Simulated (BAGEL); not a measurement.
# AlSiH3F2 (SMILES [F][Al]([F])[SiH3]) at 5 levels

We compute a comparison of 5 runs (HF/STO-3G, HF/3-21G, HF/6-31G*, HF/def2-SVP, PBE0/def2-SVP) of AlSiH3F2. 

The calculation is run with BAGEL 1.2.2.

6 further runs of the same task are left out: 5 that didn't finish, 1 set aside as unsound or not needed.

## Step 1: The molecule

The species is AlSiH3F2 (7 atoms), meant as a singlet with charge 0. As SMILES, `[F][Al]([F])[SiH3]`. The Si4–H7 distance was set to 1.711 Å, away from the relaxed value.

Bond lengths: F1–Al2 1.643 Å, Al2–F3 1.644 Å, Al2–Si4 2.431 Å, Si4–H5 1.488 Å, Si4–H6 1.486 Å. Angles: F1–Al2–F3 117.0°, F1–Al2–Si4 122.2°, F3–Al2–Si4 120.8°, Al2–Si4–H5 109.6°, Al2–Si4–H6 111.0°, H5–Si4–H6 109.1°. A long bond or contact: Si4–H7 1.711 Å.

## Step 2: The energy at HF/STO-3G (density fitting with qzvpp-jkfit) (run 1)

input.json

```json
{ "bagel" : [

{
  "title" : "molecule",
  "basis" : "sto-3g",
  "df_basis" : "qzvpp-jkfit",
  "angstrom" : true,
  "geometry" : [
    { "atom" : "F", "xyz" : [    1.333178,   -0.560218,    2.360393 ] },
    { "atom" : "Al", "xyz" : [    0.838478,   -0.867118,    0.823693 ] },
    { "atom" : "F", "xyz" : [    1.135378,   -2.371018,    0.230893 ] },
    { "atom" : "Si", "xyz" : [   -0.282622,    0.806582,   -0.536607 ] },
    { "atom" : "H", "xyz" : [    0.514078,    1.067482,   -1.765607 ] },
    { "atom" : "H", "xyz" : [   -0.448022,    2.078582,    0.213293 ] },
    { "atom" : "H", "xyz" : [   -1.823500,    0.229400,   -1.005000 ] }
  ]
},
{ "title" : "hf", "charge" : 0 },
{ "title" : "print", "file" : "orbitals.molden", "orbitals" : true }

]}
```

Launch:

```bash
$ BAGEL_NUM_THREADS=1 BAGEL input.json > input.out
```

What it wrote:

```text
* using 1 threads per process

  ===============================================================
  ===============================================================

  *** Geometry ***

  { "atom" : "F", "xyz" : [      2.519341,     -1.058659,      4.460496 ] },
  { "atom" : "Al", "xyz" : [      1.584494,     -1.638616,      1.556554 ] },
  { "atom" : "F", "xyz" : [      2.145553,     -4.480575,      0.436325 ] },
  { "atom" : "Si", "xyz" : [     -0.534078,      1.524219,     -1.014040 ] },
  { "atom" : "H", "xyz" : [      0.971467,      2.017249,     -3.336514 ] },
  { "atom" : "H", "xyz" : [     -0.846639,      3.927951,      0.403065 ] },
  { "atom" : "H", "xyz" : [     -3.445916,      0.433503,     -1.899175 ] },

  Number of auxiliary basis functions:      464

  Since a DF basis is specified, we compute 2- and 3-index integrals:
    o Being stored without compression. Storage requirement is 0.004 GB

  Number of basis functions:       31
  Number of electrons      :       48

    * METHOD: MOLECULE                             0.16

  *** RHF ***

  === Nuclear Repulsion ===
   195.3796277134

      * DIIS with orbital gradients will be used.

  === RHF iteration (sto-3g) ===
      0       -722.35584206          0.01799663           0.02
      1       -722.48719524          0.00423067           0.02
      2       -722.49388596          0.00097837           0.02
[... 7 lines of this table left out ...]
     10       -722.49454232          0.00000001           0.02
    * SCF iteration converged.

    * Permanent dipole moment:
           (   -0.030546,    -0.133444,     0.017730) a.u.

    * METHOD: HF                                   0.29

    * METHOD: PRINT                                0.00

  ===============================================================
```

Wall time 0.58 s (1 thread of Arm Neoverse V1, shared host); peak memory 0.081 GiB.

## Step 3: A single-point energy at HF/3-21G (density fitting with qzvpp-jkfit) (run 2)

hf.json

```json
{ "bagel": [

{
  "title": "molecule",
  "basis": "3-21g",
  "df_basis": "qzvpp-jkfit",
  "angstrom": true,
  "geometry": [
    { "atom": "F", "xyz": [       1.333178,      -0.560218,       2.360393 ] },
    { "atom": "Al", "xyz": [       0.838478,      -0.867118,       0.823693 ] },
    { "atom": "F", "xyz": [       1.135378,      -2.371018,       0.230893 ] },
    { "atom": "Si", "xyz": [      -0.282622,       0.806582,      -0.536607 ] },
    { "atom": "H", "xyz": [       0.514078,       1.067482,      -1.765607 ] },
    { "atom": "H", "xyz": [      -0.448022,       2.078582,       0.213293 ] },
    { "atom": "H", "xyz": [      -1.823500,       0.229400,      -1.005000 ] }
  ]
},

{ "title": "hf" },

{ "title": "print", "file": "orbitals.molden", "orbitals": true }

]}
```

Launch:

```bash
$ BAGEL_NUM_THREADS=1 BAGEL hf.json > hf.out
```

What it wrote:

```text
* using 1 threads per process

  ===============================================================
  ===============================================================

  *** Geometry ***

  { "atom" : "F", "xyz" : [      2.519341,     -1.058659,      4.460496 ] },
  { "atom" : "Al", "xyz" : [      1.584494,     -1.638616,      1.556554 ] },
  { "atom" : "F", "xyz" : [      2.145553,     -4.480575,      0.436325 ] },
  { "atom" : "Si", "xyz" : [     -0.534078,      1.524219,     -1.014040 ] },
  { "atom" : "H", "xyz" : [      0.971467,      2.017249,     -3.336514 ] },
  { "atom" : "H", "xyz" : [     -0.846639,      3.927951,      0.403065 ] },
  { "atom" : "H", "xyz" : [     -3.445916,      0.433503,     -1.899175 ] },

  Number of auxiliary basis functions:      464

  Since a DF basis is specified, we compute 2- and 3-index integrals:
    o Being stored without compression. Storage requirement is 0.009 GB

  Number of basis functions:       50
  Number of electrons      :       48

    * METHOD: MOLECULE                             0.16

  *** RHF ***

  === Nuclear Repulsion ===
   195.3796277134

      * DIIS with orbital gradients will be used.

  === RHF iteration (3-21g) ===
      0       -727.45094241          0.03152299           0.03
      1       -727.60615821          0.01930475           0.03
      2       -727.66980140          0.00141714           0.03
[... 8 lines of this table left out ...]
     11       -727.67099138          0.00000001           0.03
    * SCF iteration converged.

    * Permanent dipole moment:
           (    0.204639,    -0.521374,     0.331529) a.u.

    * METHOD: HF                                   0.49

    * METHOD: PRINT                                0.01

  ===============================================================
```

Wall time 0.81 s (1 thread of Arm Neoverse V1, shared host); peak memory 0.081 GiB.

Run 3 isn't shown in full; the table further down has it.

## Step 4: A single-point energy at HF/def2-SVP (density fitting with qzvpp-jkfit) (run 4)

job.json

```json
{ "bagel": [

{
  "title": "molecule",
  "basis": "svp",
  "df_basis": "qzvpp-jkfit",
  "angstrom": "true",
  "geometry": [
    { "atom": "F", "xyz": [       1.333178,      -0.560218,       2.360393 ] },
    { "atom": "Al", "xyz": [       0.838478,      -0.867118,       0.823693 ] },
    { "atom": "F", "xyz": [       1.135378,      -2.371018,       0.230893 ] },
    { "atom": "Si", "xyz": [      -0.282622,       0.806582,      -0.536607 ] },
    { "atom": "H", "xyz": [       0.514078,       1.067482,      -1.765607 ] },
    { "atom": "H", "xyz": [      -0.448022,       2.078582,       0.213293 ] },
    { "atom": "H", "xyz": [      -1.823500,       0.229400,      -1.005000 ] }
  ]
},

{ "title": "hf" },

{ "title": "print", "file": "orbitals.molden", "orbitals": "true" }

]}
```

Launch:

```bash
$ BAGEL_NUM_THREADS=1 BAGEL job.json > job.out
```

What it wrote:

```text
* using 1 threads per process

  ===============================================================
  ===============================================================

  *** Geometry ***

  { "atom" : "F", "xyz" : [      2.519341,     -1.058659,      4.460496 ] },
  { "atom" : "Al", "xyz" : [      1.584494,     -1.638616,      1.556554 ] },
  { "atom" : "F", "xyz" : [      2.145553,     -4.480575,      0.436325 ] },
  { "atom" : "Si", "xyz" : [     -0.534078,      1.524219,     -1.014040 ] },
  { "atom" : "H", "xyz" : [      0.971467,      2.017249,     -3.336514 ] },
  { "atom" : "H", "xyz" : [     -0.846639,      3.927951,      0.403065 ] },
  { "atom" : "H", "xyz" : [     -3.445916,      0.433503,     -1.899175 ] },

  Number of auxiliary basis functions:      464

  Since a DF basis is specified, we compute 2- and 3-index integrals:
    o Being stored without compression. Storage requirement is 0.023 GB

  Number of basis functions:       79
  Number of electrons      :       48

    * METHOD: MOLECULE                             0.20

  *** RHF ***

  === Nuclear Repulsion ===
   195.3796277134

      * DIIS with orbital gradients will be used.

  === RHF iteration (svp) ===
      0       -730.99217491          0.02271821           0.06
      1       -731.16816154          0.01537664           0.06
      2       -731.27702400          0.00129390           0.06
[... 8 lines of this table left out ...]
     11       -731.27876669          0.00000000           0.05
    * SCF iteration converged.

    * Permanent dipole moment:
           (    0.174150,    -0.508572,     0.311160) a.u.

    * METHOD: HF                                   0.81

    * METHOD: PRINT                                0.02

  ===============================================================
```

Wall time 1.2 s (1 thread of Arm Neoverse V1, shared host); peak memory 0.11 GiB.

## Step 5: A single-point energy at PBE0/def2-SVP (density fitting with qzvpp-jkfit) (run 5)

input.json

```json
{ "bagel" : [

{
  "title" : "molecule",
  "basis" : "svp",
  "df_basis" : "qzvpp-jkfit",
  "angstrom" : true,
  "geometry" : [
    { "atom" : "F", "xyz" : [       1.333178,      -0.560218,       2.360393 ] },
    { "atom" : "Al", "xyz" : [       0.838478,      -0.867118,       0.823693 ] },
    { "atom" : "F", "xyz" : [       1.135378,      -2.371018,       0.230893 ] },
    { "atom" : "Si", "xyz" : [      -0.282622,       0.806582,      -0.536607 ] },
    { "atom" : "H", "xyz" : [       0.514078,       1.067482,      -1.765607 ] },
    { "atom" : "H", "xyz" : [      -0.448022,       2.078582,       0.213293 ] },
    { "atom" : "H", "xyz" : [      -1.823500,       0.229400,      -1.005000 ] }
  ]
},

{ "title" : "ks", "xc_func" : "pbe0" },

{ "title" : "print", "file" : "orbitals.molden", "orbitals" : true }

]}
```

Launch:

```bash
$ BAGEL_NUM_THREADS=1 BAGEL input.json > input.out
```

What it wrote:

```text
* using 1 threads per process

  ===============================================================
  ===============================================================

  *** Geometry ***

[... 20 lines left out ...]
    * Removing 11047 points whose weight is below 1.00e-10
[... 2 lines left out ...]
  === Nuclear Repulsion ===
   195.3796277134

       - DIIS with orbital gradients will be used.

  === KS iteration (pbe0 / svp) ===
      0       -707.95744371          0.10938553           0.31
      1       -648.41734001          0.10993371           0.29
      2       -574.66011077          0.18646231           0.28
[... 85 lines of this table left out ...]
     88       -732.78394952          0.00000001           0.28
    * SCF iteration converged.

    * Permanent dipole moment:
           (    0.200141,    -0.478133,     0.316633) a.u.

    * METHOD: KS                                  25.61

    * METHOD: PRINT                                0.02

  ===============================================================
```

Run time: 26 s. Hardware: 1 thread of Arm Neoverse V1, shared host; peak memory 0.37 GiB.

## Step 6: All runs side by side

```tsv
run	level	energy (Eh)	dipole moment (D)	HOMO energy (eV)	LUMO energy (eV)	wall time
1	HF/STO-3G (density fitting with qzvpp-jkfit)	-722.494542	0.35	-7.52	8.86	0.58 s
2	HF/3-21G (density fitting with qzvpp-jkfit)	-727.670991	1.65	-11.37	1.38	0.81 s
3	HF/6-31G* (density fitting with qzvpp-jkfit, spherical functions)	-731.576425	1.54	-11.30	1.42	1.1 s
4	HF/def2-SVP (density fitting with qzvpp-jkfit)	-731.278767	1.58	-11.40	1.39	1.2 s
5	PBE0/def2-SVP (density fitting with qzvpp-jkfit)	-732.783950	1.54	-8.67	-1.44	26 s
```

## Step 7: Summary of results

| quantity | value |
| --- | --- |
| run 5: total energy | -732.78395 Eh |
| run 5: dipole moment | 1.54 D |
| run 5: HOMO energy | -8.67 eV |
| run 5: LUMO energy | -1.44 eV |
| run 5: HOMO–LUMO gap | 7.23 eV |

In words: The dipole moment (its size) runs from 0.35 D (HF/STO-3G) to 1.65 D (HF/3-21G). The HOMO–LUMO gap runs from 7.23 eV (PBE0/def2-SVP) to 16.38 eV (HF/STO-3G). The two ends differ in method and basis. In run 1 the basis is minimal, so the values are rough. All runs together took 30 s, the longest 26 s.
